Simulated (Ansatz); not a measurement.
## Ca₃PbO, space group Pm-3m: a single point, step by step

Program: Ansatz's Python interface.

At the Python prompt:
```pycon
>>> from pathlib import Path
>>> import json
>>> import ansatz
>>> import matplotlib.pyplot as plt
>>> import numpy as np
>>> config = {
...     "xc": "PBEsol",
...     "occupations": "Fermi-Dirac",
...     "sigma": 0.15,
... }
>>> system = (
...     ansatz.Lattice.of((4.847, 0.0, 0.0), (0.0, 4.847, 0.0), (0.0, 0.0, 4.847))
...     .atom("Ca", (0.0, 0.5, 0.5))
...     .atom("Ca", (0.5, 0.0, 0.5))
...     .atom("Ca", (0.5, 0.5, 0.0))
...     .atom("Pb", (0.0, 0.0, 0.0))
...     .atom("O", (0.5, 0.5, 0.5))
... )
>>> # functional, basis and sampling
>>> model = (
...     system.calculation()
...     .functional(config["xc"])
...     .pseudopotentials("paw")
...     .kpoints(5)
...     .occupations(config["occupations"], width=config["sigma"])
...     .compute(density=True, electron_localization_function=True, output_files={"volumetric_format": "npy"})
... )
>>> outcome = model.run()
DeckWarning: basis.ecutwfc = 420 eV, auto-derived from the records' recommended cutoffs: set by Ca (normal level)
>>> rep = outcome.report
>>> rep["converged"], rep["free_energy_ev"]
(True, -17702.5614510278)
>>> rep["n_electrons"]
50.0
>>> [(site.symbol, site.position_frac.round(4).tolist()) for site in outcome.lattice.sites]
[(<Element.CA: 'Ca'>, [0.0, 0.5, 0.5]), (<Element.CA: 'Ca'>, [0.5, 0.0, 0.5]), (<Element.CA: 'Ca'>, [0.5, 0.5, 0.0]), (<Element.PB: 'Pb'>, [0.0, 0.0, 0.0]), (<Element.O: 'O'>, [0.5, 0.5, 0.5])]
>>> print("%-22s %14.5f eV" % ("F = E - TS", rep["free_energy_ev"]))
F = E - TS               -17702.56145 eV
>>> print("%-22s %14.5f eV" % ("E", rep["internal_energy_ev"]))
E                        -17702.53162 eV
>>> print("%-22s %14.5f eV" % ("Harris-Foulkes", rep["harris_foulkes_ev"]))
Harris-Foulkes           -17702.56145 eV
>>> print("%-22s %14.5f eV" % ("Fermi level", rep["fermi_energy_ev"]))
Fermi level                   9.64124 eV
>>> # ELF is 0.5 in a uniform gas and nears 1 where pairs localise
>>> folder = Path(outcome.write_results("elf"))
>>> elf = np.load(folder / "elf.npy")
>>> peak = np.unravel_index(elf.argmax(), elf.shape)
>>> print(f"largest ELF {elf.max():.3f} at grid fractions", np.round(np.array(peak) / elf.shape, 3))
largest ELF 0.864 at grid fractions [0.5   0.5   0.111]
>>> for level in (0.2, 0.5, 0.7, 0.8, 0.9):
...     print(f"share of the cell with ELF over {level}: {np.mean(elf > level):.3f}")
...
share of the cell with ELF over 0.2: 0.595
share of the cell with ELF over 0.5: 0.245
share of the cell with ELF over 0.7: 0.092
share of the cell with ELF over 0.8: 0.058
share of the cell with ELF over 0.9: 0.000
>>> field = sum(channel.density_e_per_ang3 for channel in outcome.density().channels[:2])
>>> fig, ax = plt.subplots(figsize=(4, 3.4))
>>> shown = ax.imshow(np.log10(np.clip(field[:, :, 0].T, 1e-3, None)), origin="lower", extent=(0, 1, 0, 1))
>>> fig.colorbar(shown, label="log10 density (e/A^3)")
<matplotlib.colorbar.Colorbar object at 0x...>
>>> ax.set(xlabel="fraction of grid vector 1", ylabel="fraction of grid vector 2")
[Text(0.5, 0, 'fraction of grid vector 1'), Text(0, 0.5, 'fraction of grid vector 2')]
>>> fig.savefig("density_plane.png", dpi=100)
>>> print(f"plane through the origin: {field[:, :, 0].min():.4f} to {field[:, :, 0].max():.4f} e/A^3")
plane through the origin: 0.0610 to 10.4697 e/A^3
>>> for term in (ansatz.EnergyTerm.SMEARING, ansatz.EnergyTerm.DISPERSION):
...     print(f"F without {term.name.lower()}: {ansatz.free_energy_without(rep, term):.5f} eV")
...
F without smearing: -17702.53162 eV
F without dispersion: -17702.56145 eV
>>> keep = ["free_energy_ev", "energy_sigma0_ev", "fermi_energy_ev", "n_iterations", "converged", "magnetization_mub", "n_kpoints"]
>>> with open("ca3pbo.json", "w") as handle:
...     json.dump({key: rep[key] for key in keep}, handle, indent=1)
...
```

`ca3pbo.json`, as written:
```json
{
 "free_energy_ev": -17702.5614510278,
 "energy_sigma0_ev": -17702.546533636287,
 "fermi_energy_ev": 9.641243758933747,
 "n_iterations": 8,
 "converged": true,
 "magnetization_mub": 0.0,
 "n_kpoints": 10
}
```

Reading the output:
- Total energies depend on the potentials; only differences at equal settings carry meaning. A total without «per atom» is that of the cell as typed.
- An absolute Fermi energy rests on an arbitrary zero of the periodic potential and has no direct meaning.
- Spin-orbit coupling, which matters for elements this heavy, is left out.
- The fields are valence quantities on the plane-wave grid; their values near the nuclei depend on the potentials.
- The structure is a deposited one; some such entries were measured under pressure or heat, so a shift against it needn't be the functional's error alone.
- Warnings are shown shortened and without file and line.
- It ran for 4.1 s on 1 thread of Arm Neoverse V1, with other jobs on the host, peak memory 0.46 GiB.

(Lines on the test bed's own set-up are left out of the output.)
